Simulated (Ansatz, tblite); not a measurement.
# SiFCl3 (SiCl3F): rung by rung

Aim: run the singlet of SiFCl3 (SiCl3F) at one geometry on many levels, and compare frontier levels, spin and run time.

Computed with Ansatz 0.2.0, Gaussian basis. Level: as each input shows.

The runs, in order: GFN1-xTB, GFN2-xTB, PBE-D4/def2-TZVP, r2SCAN-D4/def2-TZVP, BLYP-D4/def2-TZVP, B97M-V/def2-TZVP, ωB97X-V/def2-TZVP, LDA/def2-TZVP, CAM-B3LYP-D4/def2-TZVP, r2SCAN0-D4/def2-TZVP, ωB97M-V/def2-TZVP, PBE-D4/def2-SVP, PBE0-D4/def2-SVP, HF/STO-3G, HF/6-31G, B3LYP-D4/6-31G, PBE0-D4/def2-TZVPD, PBE-D4/def2-TZVPD, r2SCAN-D4/def2-TZVPD, CCSD(T)/def2-TZVPP, MP2/def2-TZVP, RPA/def2-TZVP.

## 1. The relaxed structure

The singlet was relaxed beforehand with PBE-D4/def2-SVP.

5 atoms, charge 0, spin multiplicity 1.

Bond lengths: Si1–F2 1.619 Å, Si1–Cl3 2.043 Å, Si1–Cl4 2.043 Å, Si1–Cl5 2.043 Å. Angles: F2–Si1–Cl3 108.4°, F2–Si1–Cl4 108.4°, F2–Si1–Cl5 108.4°, Cl3–Si1–Cl4 110.6°, Cl3–Si1–Cl5 110.5°, Cl4–Si1–Cl5 110.5°.

PBE0-D4/def2-TZVP was run before; its log isn't repeated, and its numbers join the tables.

## 2. GFN1-xTB

Tight binding, by tblite at 300 K electronic temperature and without a spin-polarisation term:

```python
tblite.interface.Calculator('GFN1-xTB', numbers, positions, charge=0, uhf=0).singlepoint()
```

Energy -545.1259 eV, HOMO -12.66 eV, LUMO -4.71 eV; 0.005 s.

## 3. GFN2-xTB

Tight binding, by tblite at 300 K electronic temperature and without a spin-polarisation term:

```python
tblite.interface.Calculator('GFN2-xTB', numbers, positions, charge=0, uhf=0).singlepoint()
```

Energy -551.9945 eV, HOMO -12.48 eV, LUMO -5.53 eV; 0.004 s.

## 4. PBE-D4/def2-TZVP

start.molden holds the orbitals of an earlier run on this state, given as this run's starting guess.

Contents of in.yaml:

```yaml
crystal:
  periodic: [false, false, false]
  atoms:
    - {symbol: Si, position_ang: [0.000410, -0.000544, 0.062813]}
    - {symbol: F, position_ang: [0.008253, -0.016255, 1.681419]}
    - {symbol: Cl, position_ang: [1.936206, 0.010156, -0.590973]}
    - {symbol: Cl, position_ang: [-0.976434, 1.682357, -0.560406]}
    - {symbol: Cl, position_ang: [-0.968435, -1.675704, -0.592843]}
basis:
  gaussian: {orbitals: def2-TZVP, initial_orbitals: start.molden}
hamiltonian: {xc: pbe, dispersion: d4}
scf: {omitted_lower_state_checks: [starts]}
output: {orbitals: {seedname: orbitals}}
```

The run is started by

```sh
> ansatz run in.yaml --threads 4 --pin off --events-out ev --progress --plain --max-ram 3916MiB
```

The runs that follow: r2SCAN-D4/def2-TZVP; BLYP-D4/def2-TZVP; B97M-V/def2-TZVP; ωB97X-V/def2-TZVP; LDA/def2-TZVP; CAM-B3LYP-D4/def2-TZVP; r2SCAN0-D4/def2-TZVP; ωB97M-V/def2-TZVP; PBE-D4/def2-SVP; PBE0-D4/def2-SVP; HF/STO-3G; HF/6-31G; B3LYP-D4/6-31G; PBE0-D4/def2-TZVPD; PBE-D4/def2-TZVPD; r2SCAN-D4/def2-TZVPD; CCSD(T)/def2-TZVPP; MP2/def2-TZVP; RPA/def2-TZVP.

**Question.** What will the summary of the whole plan be? Wanted: gap in def2-TZVP, named functionals, smallest and largest; correlation energy, CCSD(T)/def2-TZVPP; correlation energy, MP2/def2-TZVP; binding an atom, CCSD(T)/def2-TZVPP; PBE0 total energy, smallest basis above largest.

As calculated:

| quantity | value |
| --- | --- |
| gap in def2-TZVP, named functionals, smallest and largest | 6.33 eV (LDA), 13.68 eV (ωB97X-V) |
| correlation energy, CCSD(T)/def2-TZVPP | -27.44 eV |
| correlation energy, MP2/def2-TZVP | -24.83 eV |
| binding an atom, CCSD(T)/def2-TZVPP | 3.592 eV |
| PBE0 total energy, smallest basis above largest | 19.50 eV (def2-SVP, def2-TZVPD) |

**Reading.** Orbital gaps of the named functionals in def2-TZVP span 6.33 eV (LDA) to 13.68 eV (ωB97X-V); exact exchange widens it. A small miss in a minimal or small basis is a cancelling of errors, not accuracy. The functionals in def2-TZVP miss CCSD(T)/def2-TZVPP by +0.057 (BLYP-D4) to +0.702 eV (LDA) an atom. The reference is CCSD(T) in one finite basis, so it carries an error of its own, often a tenth of an eV or more, and near misses can't be ranked.
